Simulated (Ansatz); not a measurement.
# YIn: strong compression

One table from this session's results is given with a row withheld; the runs are named, their logs left out.

Method: DFT, r2SCAN, PAW with Ansatz's default frozen-core files, scalar-relativistic, in Ansatz 0.2.0.

## Starting point

It takes space group Pm-3m (No. 221, cubic). The conventional cell has a = 3.810 Å, b = 3.810 Å, c = 3.810 Å, α = 90.00°, β = 90.00°, γ = 90.00°. Y (site symmetry m-3m) is surrounded by 8 In at 3.30 Å. In (site symmetry m-3m) has 8 Y at 3.30 Å as nearest neighbours.

As a file:

```
CELL_PARAMETERS angstrom
3.81000 0.00000 0.00000
0.00000 3.81000 0.00000
0.00000 0.00000 3.81000
ATOMIC_POSITIONS crystal
Y 0.50000 0.50000 0.50000
In 0.00000 0.00000 0.00000
```

Whether this phase is the stable one at these pressures isn't tested.

Atoms are numbered in the order of the input: Y1, In2.

Set-up of the first run:

Input file input.yaml:

```yaml
crystal:
  lattice:
    - [3.81, 0.0, 0.0]
    - [0.0, 3.81, 0.0]
    - [0.0, 0.0, 3.81]
  atoms:
    - { symbol: "Y", position: [0.5, 0.5, 0.5] }
    - { symbol: In, position: [0.0, 0.0, 0.0] }
kpoints:
  mp_grid: { grid: [10, 10, 10] }
scf:
  occupations: { method: fermi_dirac, width: 0.05 }
hamiltonian:
  xc: r2scan
  pseudopotentials: { kind: paw }
output:
  forces: true
  stress: true
relax:
  f_tol: 0.01
  max_steps: 30
```

On the command line:

```
> ansatz run input.yaml --threads 1 --pin off --max-ram 2048MiB --backend cpu --events-out ev --progress --plain --runs-dir out
```

Steps of the session up to this table: Atoms relaxed at the given volume, PAW; Volume scaled by 1, PAW; Atoms relaxed at 0.8 of the volume, PAW; Volume scaled by 0.8, PAW; Atoms relaxed at 0.55 of the volume, PAW; Volume scaled by 0.55, PAW; Atoms relaxed at 0.5 of the volume, PAW; Volume scaled by 0.5, PAW.

One of the session's tables, all rows but one given; the rest of the session is left out.

```
method  volume over the first  volume (Å³/atom)  pressure (GPa)
   PAW                      1            27.653           -2.53
   PAW                    0.8                 ?               ?
   PAW                   0.55            15.209          108.05
   PAW                    0.5            13.827          153.51
```

**Question.** Estimate the row for PAW, 0.8.

As computed: volume (Å³/atom): 22.123; pressure (GPa): 16.05. In the column «volume (Å³/atom)» it lies between PAW, 0.55 (15.209) and PAW, 1 (27.653).

To keep in mind: Warnings in the runs' records: stress scf threshold loose, gradients without spin orbit.
